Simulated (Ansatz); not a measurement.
**C2H3FGe (SMILES C#[C][GeH2][F]) at 6 levels**

We compute a comparison of 6 runs (HF/3-21G, BHLYP/cc-pVDZ, HSE06/cc-pVDZ, r2SCAN/cc-pVDZ, BCCD(T)/cc-pVDZ, CCSD(T)/cc-pVDZ) of C2H3FGe. 

The calculation is run with Ansatz 0.2.0.

63 further runs of the same task are left out: 63 set aside as unsound or not needed. Runs told in other sessions of the task aren't counted.

### Step 1. The structure to begin with

C2H3FGe: 7 atoms, total charge 0, spin state singlet. As SMILES, `C#[C][GeH2][F]`. The C1–H5 distance was set to 2.346 Å, away from the relaxed value. At this shape a bond of the SMILES string is far longer than usual.

Bond lengths: C1–C2 1.205 Å, C2–Ge3 1.891 Å, Ge3–F4 1.737 Å, Ge3–H6 1.530 Å, Ge3–H7 1.530 Å. Angles: C1–C2–Ge3 178.5°, C2–Ge3–F4 106.8°, C2–Ge3–H6 111.0°, C2–Ge3–H7 111.0°, F4–Ge3–H6 106.5°, F4–Ge3–H7 106.5°, H6–Ge3–H7 114.4°.

### Step 2. The energy at HF/3-21G (run 1)

Contents of molecule.yaml:

```yaml
crystal:
  periodic: [false, false, false]
  atoms:
    - {symbol: C, position_ang: [0.599453, -0.352102, 0.277907]}
    - {symbol: C, position_ang: [-0.336947, 0.259998, -0.168693]}
    - {symbol: Ge, position_ang: [-1.785347, 1.262498, -0.856093]}
    - {symbol: F, position_ang: [-2.918747, 0.120998, -1.511893]}
    - {symbol: H, position_ang: [2.414700, -1.560800, 1.142300]}
    - {symbol: H, position_ang: [-2.515947, 2.008798, 0.261707]}
    - {symbol: H, position_ang: [-1.336747, 2.148498, -2.019793]}
basis:
  gaussian: {orbitals: 3-21G-spherical.json}
hamiltonian: {xc: hf}
accuracy: high
output: {orbitals: {seedname: orbitals}}
```

The basis set 3-21G is read from a file made from the Basis Set Exchange's data (not shown).

Run with:

```sh
$ ansatz run molecule.yaml --threads 1 --pin off --max-ram 2610MiB --events-out events.jsonl --progress --plain --runs-dir runs
```

Log:

```text
Warning: RAYON_NUM_THREADS=1 ignored (pool sized by the plan → 1); use --threads N
Functional definition: HF
  name "HF"
  exchange = exact_x
  correlation = 0
1063 factors; integrals over basis functions are off by at most 6.5e-9 eV
mean field evaluation 1: about -60977.6587 eV, gradient 3.4e1 eV
mean field evaluation 2: about -60977.9847 eV, gradient 3.4e1 eV
mean field evaluation 4: about -60981.7442 eV, gradient 3.5e0 eV
mean field evaluation 8: about -60981.8373 eV, gradient 5.8e-1 eV
mean field evaluation 16: about -60981.8390 eV, gradient 2.1e-8 eV
mean field evaluation 32: about -60981.8380 eV, gradient 5.8e-1 eV
mean field -60981.83895115 eV, -2241.0412464796 hartree, gradient 8.4e-8 eV, S^2 0.000000; 0 other end points of the search recorded, 0 dependent functions left out
reference -60981.83895115 eV, -2241.0412464796 hartree; 28, 28 occupied and 27, 27 virtual orbitals, 1063 factors
Total energy: -60981.83895115 eV, -2241.0412464796 hartree
```

Run time: 0.36 s. Hardware: 1 thread of AMD EPYC 9R45 (Zen 5), shared host; peak memory 0.13 GiB.

### Step 3. The energy at BHLYP/cc-pVDZ (run 2)

molecule.yaml, as its differences from that of step 2:

```diff
@@ -11,5 +11,7 @@
 basis:
-  gaussian: {orbitals: 3-21G-spherical.json}
-hamiltonian: {xc: hf}
+  gaussian:
+    orbitals: cc-pVDZ
+output: {orbitals: {seedname: orbitals}}
+hamiltonian:
+  xc: {name: BHLYP}
 accuracy: high
-output: {orbitals: {seedname: orbitals}}
```

Run with:

```sh
$ ansatz run molecule.yaml --threads 1 --pin off --max-ram 2610MiB --events-out events.jsonl --progress --plain --runs-dir runs
```

Log:

```text
Warning: RAYON_NUM_THREADS=1 ignored (pool sized by the plan → 1); use --threads N
Functional definition: BHLYP
  name "BHLYP"
  parameter a = 0.5
  exchange = (1 - a)*b88_x + a*exact_x
  correlation = lyp_c
1812 factors; integrals over basis functions are off by at most 4.4e-9 eV
mean field evaluation 1: about -61339.2150 eV, gradient 4.8e1 eV
mean field evaluation 2: about -61319.0969 eV, gradient 7.4e1 eV
mean field evaluation 4: about -61346.0994 eV, gradient 8.4e0 eV
mean field evaluation 8: about -61346.7145 eV, gradient 7.2e-1 eV
mean field evaluation 16: about -61346.9642 eV, gradient 1.1e-3 eV
mean field -61346.96422940 eV, -2254.4593529648 hartree, gradient 9.9e-8 eV, S^2 0.000000; 0 other end points of the search recorded, 0 dependent functions left out
reference -61346.96425797 eV, -2254.4593540144 hartree; 28, 28 occupied and 56, 56 virtual orbitals, 1812 factors
Total energy: -61346.96425797 eV, -2254.4593540144 hartree
```

Run time: 3.9 s. Hardware: 1 thread of AMD EPYC 9R45 (Zen 5), shared host; peak memory 0.29 GiB.

Runs 3 to 5 aren't shown in full; the table further down has their settings and results.

### Step 4. The energy at CCSD(T)/cc-pVDZ (run 6)

Contents of in.yaml:

```yaml
crystal:
  periodic: [false, false, false]
  atoms:
    - {symbol: C, position_ang: [0.599453, -0.352102, 0.277907]}
    - {symbol: C, position_ang: [-0.336947, 0.259998, -0.168693]}
    - {symbol: Ge, position_ang: [-1.785347, 1.262498, -0.856093]}
    - {symbol: F, position_ang: [-2.918747, 0.120998, -1.511893]}
    - {symbol: H, position_ang: [2.414700, -1.560800, 1.142300]}
    - {symbol: H, position_ang: [-2.515947, 2.008798, 0.261707]}
    - {symbol: H, position_ang: [-1.336747, 2.148498, -2.019793]}
basis:
  gaussian: {orbitals: cc-pVDZ}
correlation: {method: ccsd_t, frozen_orbitals: {C: 1, F: 1, Ge: 9, H: 0}}
accuracy: high
scf: {omitted_lower_state_checks: [cluster_reference, increment]}
```

Run with:

```sh
$ ansatz run in.yaml --threads 1 --pin off --max-ram 2610MiB --events-out events.jsonl --progress --plain --runs-dir runs
```

Log (excerpt; [...] marks lines left out):

```text
Warning: RAYON_NUM_THREADS=1 ignored (pool sized by the plan → 1); use --threads N
[... 2 set-up lines as earlier in the session ...]
[...]
1812 factors; integrals over basis functions are off by at most 4.4e-9 eV
[...]
mean field -61279.61126202 eV, -2251.9841770670 hartree, gradient 7.6e-8 eV, S^2 0.000000; 0 other end points of the search recorded, 0 dependent functions left out; unrestricted orbitals would lower it
12 core orbitals not correlated: weight in the atoms' cores, before any rotation towards them, 1.000 or more for the frozen orbitals, at most 0.000 for the correlated occupied ones
reference -61279.61126202 eV, -2251.9841770670 hartree; 16, 16 occupied and 56, 56 virtual orbitals, 1812 factors
second order -16.01388915 eV of doubles, -0.00000000 eV of singles
cycle   1  -16.04188746 eV  change   -6.1e-1 eV  update   1.4e-1
[...]
cycle  29  -17.25646954 eV  change    2.5e-9 eV  update   2.7e-9
perturbative correction -0.76358436 eV, -0.0280612076 hartree
WARN: these amplitudes may be one of several solutions (largest doubles amplitude 0.39, level shift 1.25 eV)
Total energy: -61297.63131593 eV, -2252.6464018335 hartree
Checks for a lower state left out: cluster_reference, increment
```

It took 10 s on 1 thread of AMD EPYC 9R45 (Zen 5), shared host; peak memory 0.46 GiB.

### Step 5. The series

| run | level | frozen core orbitals | energy (Eh) | HOMO energy (eV) | LUMO energy (eV) | HOMO–LUMO gap (eV) | wall time |
| --- | --- | --- | --- | --- | --- | --- | --- |
| 1 | HF/3-21G | – | -2241.041246 | -11.01 | -1.77 | 9.24 | 0.36 s |
| 2 | BHLYP/cc-pVDZ | – | -2254.459354 | -9.34 | -4.46 | 4.88 | 3.9 s |
| 3 | HSE06/cc-pVDZ | – | -2254.113272 | -7.88 | -5.70 | 2.19 | 2.9 s |
| 4 | r2SCAN/cc-pVDZ | – | -2254.482809 | -7.33 | -6.12 | 1.21 | 5.1 s |
| 5 | BCCD(T)/cc-pVDZ | 12 | -2252.646333 | – | – | – | 12 s |
| 6 | CCSD(T)/cc-pVDZ | 12 | -2252.646402 | – | – | – | 10 s |

### Step 6. Outcome

```
                                           quantity           value
                                run 6: total energy  -2252.64640 Eh
run 6: correlation energy (12 core orbitals frozen)      -662.2 mEh
                              run 6: (T) correction      -28.06 mEh
                               run 6: T1 diagnostic           0.021
```

What this shows: Over runs 1, 2, 3, 4 the HOMO–LUMO gap runs from 1.21 eV (r2SCAN/cc-pVDZ) to 9.24 eV (HF/3-21G). The two ends differ in method and basis. Totals of different functionals can't be ranked against each other. In runs 5, 6 the log says that unrestricted orbitals would lower the reference, so the values rest on an unstable closed-shell determinant (other closed-shell runs at this shape may share the fault). In runs 1, 2, 3, 4, 6 a closed-shell determinant meets a far-stretched bond; if it breaks into open shells, such a determinant describes it badly, and no broken-symmetry solution was shown. All runs together took 34 s, the longest 12 s.
